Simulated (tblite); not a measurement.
# C4H16BNSi: the cost of one run

Programs: tblite 0.8.0 and PySCF 2.14.0, with density-fitted response routines of our own. Each step states its level of theory. These are calculated values for one molecule in the gas phase, unless marked as measured. Atoms are numbered from 0 throughout.

## (1) The starting structure

23 atoms, charge 0, multiplicity 1; geometry from: force field or distance geometry start.

Bonds of the start (Å): C0–C1 1.51, C1–C2 1.52, C2–B3 1.62, B3–N4 1.54, B3–Si5 1.93, Si5–C6 1.87, C0–H7 1.11, C0–H8 1.11, C0–H9 1.12, C1–H10 1.12, C1–H11 1.10, C2–H12 1.09, C2–H13 1.11, B3–H14 1.19, N4–H15 1.03, N4–H16 1.03, N4–H17 1.05, Si5–H18 1.48, Si5–H19 1.47, C6–H20 1.11, C6–H21 1.10, C6–H22 1.10.

## (2) Geometry optimisation with GFN2-xTB

What the job is given:

```
{"job": {"kind": "relax", "xc": "GFN2-xTB", "basis": "xTB"}, "charge": 0, "multiplicity": 1}
C      3.175800     0.485300     0.758600
C      1.871500     0.652900     0.010400
C      0.849300    -0.405800     0.405600
B     -0.439000    -0.035000    -0.504700
N     -0.200800    -0.668300    -1.884300
Si    -2.106500    -0.718500     0.191100
C     -3.123500     0.630400     0.984700
H      3.980400     0.285400     0.014400
H      3.088600    -0.353300     1.476900
H      3.442400     1.426700     1.302200
H      1.370900     1.621900     0.283100
H      2.089500     0.593500    -1.064400
H      1.153000    -1.426800     0.192900
H      0.634200    -0.320400     1.487900
H     -0.511500     1.150700    -0.607100
H     -0.936100    -0.316600    -2.521300
H      0.735800    -0.393800    -2.224400
H     -0.281400    -1.709700    -1.788200
H     -2.894000    -1.207300    -0.961800
H     -1.966500    -1.859500     1.102600
H     -4.131000     0.214500     1.214200
H     -2.600400     0.940600     1.901100
H     -3.205400     1.440000     0.240500
```

The run is started by

```
OMP_NUM_THREADS=1 python probes_run.py task.json out
```

One launch serves the whole session: the jobs run in the order shown.

**Question.** How long does this first job take on 1 thread of Arm Neoverse N1, shared host, and how much memory does it need?

About 2.4 s, with a peak of 0.18 GiB.
